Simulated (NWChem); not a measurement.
# r2SCAN/cc-pVTZ run of HBr (SMILES Br), part 2 of 2

NWChem 7.3.0.

## 3. The triplet: a single-point energy at U-r2SCAN/cc-pVTZ

Contents of brh.nw:

```
start brh
memory 2200 mb

geometry units angstrom noautosym nocenter noautoz
  Br      -0.603220       0.217960      -0.305050
  H        0.603220      -0.217960       0.305050
end

basis spherical bse
  * library cc-pVTZ
end

dft
  xc r2scan
  mult 3
  grid xfine
  convergence energy 1e-08
  maxiter 100
  mulliken
  print medium
end

task dft energy
```

Run with:

```sh
$ nwchem brh.nw > brh.out
```

Standard output:

```text
Northwest Computational Chemistry Package (NWChem) 7.3.0
             --------------------------------------------------------

           Job information
           ---------------

    nwchem branch   = 7.3.0
    use scalapack   = T
    input           = brh.nw
    prefix          = brh.
    data base       = ./brh.db
    status          = startup
    nproc           =        1

           Memory information
           ------------------

    heap     =     72089600 doubles =      550.0 Mbytes
    stack    =     72089597 doubles =      550.0 Mbytes
    global   =    144179200 doubles =     1100.0 Mbytes (distinct from heap & stack)
    total    =    288358397 doubles =     2200.0 Mbytes
    verify   = yes
    hardfail = no

           Directory information
           ---------------------

  0 permanent = .
  0 scratch   = .

                                NWChem Input Module
                                -------------------

 Scaling coordinates for geometry "geometry" by  1.889725989
 (inverse scale =  0.529177249)

                             Geometry "geometry" -> ""
                             -------------------------

 Output coordinates in angstroms (scale by  1.889725989 to convert to a.u.)

  No.       Tag          Charge          X              Y              Z
 ---- ---------------- ---------- -------------- -------------- --------------
    1 Br                  35.0000    -0.60322000     0.21796000    -0.30505000
    2 H                    1.0000     0.60322000    -0.21796000     0.30505000

      Atomic Mass
      -----------

      Br                79.916500
      H                  1.007825

 Effective nuclear repulsion energy (a.u.)      13.0387509519

            Nuclear Dipole moment (a.u.)
            ----------------------------
        X                 Y               Z
 ---------------- ---------------- ----------------
   -38.7572973683    14.0040790000   -19.5996710358

            XYZ format geometry
            -------------------
     2
 geometry
 Br                   -0.60322000     0.21796000    -0.30505000
 H                     0.60322000    -0.21796000     0.30505000

 ==============================================================================
                                internuclear distances
 ------------------------------------------------------------------------------
       center one      |      center two      | atomic units |  angstroms
 ------------------------------------------------------------------------------
    2 H                |   1 Br               |     2.68431  |     1.42047
 ------------------------------------------------------------------------------
                         number of included internuclear distances:          1
 ==============================================================================

 Summary of "ao basis" -> "" (spherical)
 ------------------------------------------------------------------------------
       Tag                 Description            Shells   Functions and Types
 ---------------- ------------------------------  ------  ---------------------
 *                          cc-pVTZ                   on all atoms

                                 NWChem DFT Module
                                 -----------------

                      Basis "ao basis" -> "ao basis" (spherical)
                      -----
  [basis functions not shown]

 Summary of "ao basis" -> "ao basis" (spherical)
 ------------------------------------------------------------------------------
       Tag                 Description            Shells   Functions and Types
 ---------------- ------------------------------  ------  ---------------------
 Br                         cc-pVTZ                 15       43   6s5p3d1f
 H                          cc-pVTZ                  6       14   3s2p1d

 Summary of "ao basis" -> "ao basis" (spherical)
 ------------------------------------------------------------------------------
       Tag                 Description            Shells   Functions and Types
 ---------------- ------------------------------  ------  ---------------------
 Br                         cc-pVTZ                 15       43   6s5p3d1f
 H                          cc-pVTZ                  6       14   3s2p1d

  Caching 1-el integrals
  itol2e modified to match energy
  convergence criterion.
  tol_rho modified to match energy
  convergence criterion.

            General Information
            -------------------
          SCF calculation type: DFT
          Wavefunction type:  spin polarized.
          No. of atoms     :     2
          No. of electrons :    36
           Alpha electrons :    19
            Beta electrons :    17
          Charge           :     0
          Spin multiplicity:     3
          Use of symmetry is: off; symmetry adaption is: off
          Maximum number of iterations: 100
          AO basis - number of functions:    57
                     number of shells:    21
          Convergence on energy requested:  1.00D-08
          Convergence on density requested:  1.00D-05
          Convergence on gradient requested:  5.00D-04

              XC Information
              --------------
                      r^2SCAN Method XC Functional
               r^2SCAN metaGGA Exchange Functional  1.000
                     r^2SCAN Correlation Potential  1.000

[... 11 lines left out ...]
          Spatial weights used:  Erf1
[... 1 line left out ...]
          Convergence Information
[... 1 line left out ...]
          Convergence aids based upon iterative change in
          total energy or number of iterations.
[... 61 lines left out ...]
   convergence    iter        energy       DeltaE   RMS-Dens  Diis-err    time
[... 7 lines left out ...]
         Total DFT energy =    -2574.557076649191
      One electron energy =    -3605.847956016326
           Coulomb energy =     1109.897933438433
    Exchange-Corr. energy =      -91.645805023217
 Nuclear repulsion energy =       13.038750951919
[... 5 lines left out ...]
                    DFT Final Alpha Molecular Orbital Analysis
[... 421 lines left out ...]
                     DFT Final Beta Molecular Orbital Analysis
[... 399 lines left out ...]
   Bfn.  Coefficient  Atom+Function         Bfn.  Coefficient  Atom+Function
  ----- ------------  ---------------      ----- ------------  ---------------
    51      0.888237  2 H  py                53     -0.748860  2 H  d -2
    48     -0.695422  2 H  py                57     -0.404430  2 H  d  2
    17     -0.400912  1 Br py                56      0.391390  2 H  d  1
[... 4 lines of this table left out ...]
              MO Center=  6.3D-01, -2.3D-01,  3.2D-01, r^2= 7.2D-01
   Bfn.  Coefficient  Atom+Function         Bfn.  Coefficient  Atom+Function
  ----- ------------  ---------------      ----- ------------  ---------------
    52      0.798783  2 H  pz                49     -0.628425  2 H  pz
    55     -0.618288  2 H  d  0              57      0.523039  2 H  d  2
    50     -0.497910  2 H  px                56      0.483375  2 H  d  1
[... 4 lines of this table left out ...]
              MO Center=  5.2D-01, -1.9D-01,  2.6D-01, r^2= 8.1D-01
   Bfn.  Coefficient  Atom+Function         Bfn.  Coefficient  Atom+Function
  ----- ------------  ---------------      ----- ------------  ---------------
     3      1.465152  1 Br s                  5      1.389758  1 Br s
    47      1.186011  2 H  px                 4     -1.127672  1 Br s
     6     -0.930924  1 Br s                 46      0.754104  2 H  s
[... 4 lines of this table left out ...]
              MO Center=  4.1D-01, -1.5D-01,  2.0D-01, r^2= 1.1D+00
   Bfn.  Coefficient  Atom+Function         Bfn.  Coefficient  Atom+Function
  ----- ------------  ---------------      ----- ------------  ---------------
    45      5.293837  2 H  s                  5     -4.466272  1 Br s
     3     -4.105641  1 Br s                 16     -3.578345  1 Br px
    50     -2.985503  2 H  px                 4      2.230227  1 Br s
    10     -1.864884  1 Br px                18     -1.809579  1 Br pz
    52     -1.509777  2 H  pz                17      1.292955  1 Br py

     ---------------------------------------------
      Total Density - Mulliken Population Analysis
     ---------------------------------------------

    Atom       Charge   Shell Charges
 -----------   ------   -------------------------------------------------------
    1 Br  35    34.56   2.00  2.01  1.92  0.46  1.13  0.34  6.00  5.83  1.20  2.61  0.95  9.64  0.38  0.08  0.01
    2 H    1     1.44   0.25  0.53  0.61  0.01  0.04  0.00

     --------------------------------------------
      Spin Density - Mulliken Population Analysis
     --------------------------------------------

    Atom       Charge   Shell Charges
 -----------   ------   -------------------------------------------------------
    1 Br  35     1.14  -0.00  0.00  0.00  0.00  0.04 -0.12 -0.00  0.00  0.27  0.65  0.21 -0.01  0.03  0.06  0.00
    2 H    1     0.86   0.09  0.21  0.56  0.00 -0.00 -0.00

     -------------------------------------------
      Total Density - Lowdin Population Analysis
     -------------------------------------------

    Atom       Charge   Shell Charges
 -----------   ------   -------------------------------------------------------
    1 Br  35    34.44   2.00  1.93  1.31  0.79  1.16  0.57  5.99  4.82  1.83  2.59  1.20  9.32  0.68  0.23  0.02
    2 H    1     1.56   0.25  0.46  0.45  0.02  0.35  0.03

     ------------------------------------------
      Spin Density - Lowdin Population Analysis
     ------------------------------------------

    Atom       Charge   Shell Charges
 -----------   ------   -------------------------------------------------------
    1 Br  35     1.38  -0.00 -0.00 -0.00  0.02  0.02  0.00  0.00  0.00  0.28  0.55  0.27 -0.00  0.03  0.18  0.01
    2 H    1     0.62   0.08  0.10  0.26  0.00  0.17  0.01

   alpha - beta orbital overlaps
   -----------------------------

   alpha      1      2      3      4      5      6      7      8      9     10
    beta      1      2      3      4      5      6      7      8      9     10
 overlap   1.000  1.000  1.000  1.000  1.000  1.000  1.000  1.000  1.000  0.998

   alpha     11     12     13     14     15     16     17     18     19     20
    beta     11     12     14     13     15     16     18     17     19     20
 overlap   1.000  1.000  0.998  1.000  0.998  0.998  0.998  1.000  0.996  0.954

   alpha     21     22     23     24     25     26     27     28     29     30
    beta     21     22     25     23     24     26     27     28     29     31
 overlap   0.971  0.967  0.968  1.000  1.000  1.000  0.965  0.980  0.990  0.998

   alpha     31     32     33     34     35     36     37     38     39     40
    beta     30     32     33     34     35     36     38     37     39     40
 overlap   0.997  0.991  0.999  0.994  0.997  0.995  0.993  0.995  0.983  0.996

   alpha     41     42     43     44     45     46     47     48     49     50
    beta     43     41     42     45     44     46     47     48     49     51
 overlap   0.999  0.985  0.992  0.995  0.990  0.989  0.998  0.998  0.999  1.000

   alpha     51     52     53     54     55     56     57
    beta     50     52     53     54     55     56     57
 overlap   1.000  0.999  0.998  0.999  0.998  0.996  0.997

     --------------------------
     Expectation value of S2:
     --------------------------
      <S2> =      2.0053 (Exact =     2.0000)

 center of mass
 --------------
 x =  -1.11152756 y =   0.40162552 z =  -0.56210252

 moments of inertia (a.u.)
 ------------------
           1.998334958397           1.869186739847          -2.616055308269
           1.869186739847           6.496055250767           0.945252834771
          -2.616055308269           0.945252834771           5.848497593577

     Multipole analysis of the density
     ---------------------------------

     L   x y z        total         alpha         beta         nuclear
     -   - - -        -----         -----         ----         -------
     0   0 0 0     -0.000000    -19.000000    -17.000000     36.000000

     1   1 0 0     -0.447596     19.578143     18.731559    -38.757297
[... 8 lines of this table left out ...]
     2   0 0 2    -14.971888    -15.502830    -11.432117     11.963059

 Task  times  cpu:       93.0s     wall:       93.0s
 Total times  cpu:       93.1s     wall:       93.1s
```

Wall time 94 s (1 thread of Intel Xeon Platinum 8259CL at 2.50GHz (Skylake/Cascade Lake), shared host); peak memory 0.13 GiB.

## 4. Outcome

The summary covers parts 1 to 2.

Level: r2SCAN/cc-pVTZ.

| quantity | value |
| --- | --- |
| singlet: total energy | -2574.78723 Eh |
| singlet: dipole moment | 0.97 D |
| singlet: HOMO energy | -7.77 eV |
| singlet: LUMO energy | -0.72 eV |
| singlet: HOMO–LUMO gap | 7.05 eV |
| singlet: largest force on an atom | 0.010 eV/Å |
| triplet: total energy | -2574.55708 Eh |
| triplet: dipole moment | 1.34 D |
| triplet: HOMO energy (highest over α and β) | -2.17 eV |
| triplet: ⟨S²⟩ | 2.005 |
| vertical energy of the triplet above the singlet | 6.263 eV |

At this shape the triplet lies 6.26 eV (144 kcal/mol) above the singlet. At r2SCAN/cc-pVTZ: The measured dipole moment is 0.83 D (NIST CCCBDB); the computed value is 0.14 D (17 %) too high.
